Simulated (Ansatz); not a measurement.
# HfZr6: the cost of one run

Computed with Ansatz 0.2.0 (DFT PBE, scalar-relativistic, plane waves, PAW, unless a step's input says otherwise).

### 1 The system as given

The structure is cubic, space group Pm-3m (No. 221). Conventional cell: a = 4.908 Å, b = 4.908 Å, c = 4.908 Å, α = 90.00°, β = 90.00°, γ = 90.00°. Zr (site symmetry 4mm) has 5 Zr at 1.95 to 2.09 Å as nearest neighbours. Hf (site symmetry m-3m) has 24 Zr at 3.61 Å as nearest neighbours.

As a file:

```xyz
7
Lattice="4.9084 0.0000 0.0000 0.0000 4.9084 0.0000 0.0000 0.0000 4.9084" Properties=species:S:1:pos:R:3 pbc="T T T"
Zr    3.9323    2.4542    2.4542
Zr    0.9761    2.4542    2.4542
Zr    2.4542    2.4542    3.9323
Zr    2.4542    2.4542    0.9761
Zr    2.4542    0.9761    2.4542
Zr    2.4542    3.9323    2.4542
Hf    0.0000    0.0000    0.0000
```

Recipe of the guess: species swapped into a database cell of YB6 (Pm-3m, No. 221), with Hf on the Y sites and Zr on the B sites. Its size is a rough estimate.

### 2 The guess as it stands, on a coarse mesh

Contents of input.yaml:

```yaml
crystal:
  lattice:
    - [4.90841759, 0.0, 0.0]
    - [0.0, 4.90841759, 0.0]
    - [0.0, 0.0, 4.90841759]
  atoms:
    - { symbol: Zr, position: [0.80113411, 0.5, 0.5] }
    - { symbol: Zr, position: [0.19886589, 0.5, 0.5] }
    - { symbol: Zr, position: [0.5, 0.5, 0.80113411] }
    - { symbol: Zr, position: [0.5, 0.5, 0.19886589] }
    - { symbol: Zr, position: [0.5, 0.19886589, 0.5] }
    - { symbol: Zr, position: [0.5, 0.80113411, 0.5] }
    - { symbol: Hf, position: [0.0, 0.0, 0.0] }
basis:
  ecutwfc: 420
kpoints:
  mp_grid: { grid: [4, 4, 4] }
hamiltonian:
  xc: pbe
scf:
  occupations: { method: gaussian, width: 0.1 }
  lower_state_search: "off"
output:
  forces: true
  stress: true
  eigenvalues: true
```

Started as:

```bash
$ ansatz run input.yaml --threads 1 --pin off --max-ram 2048MiB --backend cpu --events-out ev --progress --plain --runs-dir out
```

**Question.** How long does this run take on 1 thread of Arm Neoverse V2, shared host, and how much memory does it need?

About 6 s, with a peak of 0.41 GiB.
